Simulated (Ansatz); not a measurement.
Predict the output of the script below (Ansatz's Python interface).

Script `calagao4.py`:
```python
import warnings

import ansatz as az
from ase import Atoms

FUNCTIONAL = "pbesol"
ECUT = 470
KGRID = (8, 8, 8)

warnings.simplefilter("ignore", az.DeckWarning)

atoms = Atoms(
    ["Ca", "La", "Ga", "O", "O", "O", "O"],
    scaled_positions=[
        (0.641393, 0.641393, 0.0),
        (0.356352, 0.356352, 0.0),
        (0.008928, 0.008928, 0.0),
        (0.997961, 0.497961, 0.5),
        (0.497961, 0.997961, 0.5),
        (0.8274, 0.8274, 0.0),
        (0.170003, 0.170003, 0.0),
    ],
    cell=[
        (-1.926329, 1.926329, 6.177661),
        (1.926329, -1.926329, 6.177661),
        (1.926329, 1.926329, -6.177661),
    ],
    pbc=True,
)
system = az.Crystal.from_ase(atoms)

calculation = system.calculation()
calculation = calculation.functional(FUNCTIONAL)
calculation = calculation.basis(ECUT)
calculation = calculation.kpoints(*KGRID).occupations(az.OccupationsMethod.FIXED)
calculation = calculation.band_table()
typed = calculation.input()
rows = []
for value in [1, 2, 3]:
    edited = typed.set(az.key.basis.xc_grid, value)
    summary = az.Session.from_dict(edited).plan().execute().report
    rows.append((value, summary["free_energy_ev"], summary["n_iterations"], len(summary["eigenvalues_ev"][0]) if "eigenvalues_ev" in summary else 0))
print("       xc grid            F eV      iterations    bands listed")
for row in rows:
    print(f"{str(row[0]):>14s}  {row[1]:14.5f}  {row[2]:14d}  {row[3]:14d}")
```

```console
$ python calagao4.py
       xc grid            F eV      iterations    bands listed
             1    -13950.95683               9              35
             2    -13950.95682               9              35
             3    -13950.95683               9              35
```

Caveats:
- Total energies depend on the potentials; only differences at equal settings carry meaning. A total without «per atom» is that of the cell as typed.
- Semilocal functionals put the empty 4f levels of La too low, which can move the conduction edge.
- This cell is a computed structure, which may not be the phase found in nature.
- Hardware and time: 70 s on 1 thread of Arm Neoverse V2 (shared host), peak memory 0.56 GiB.
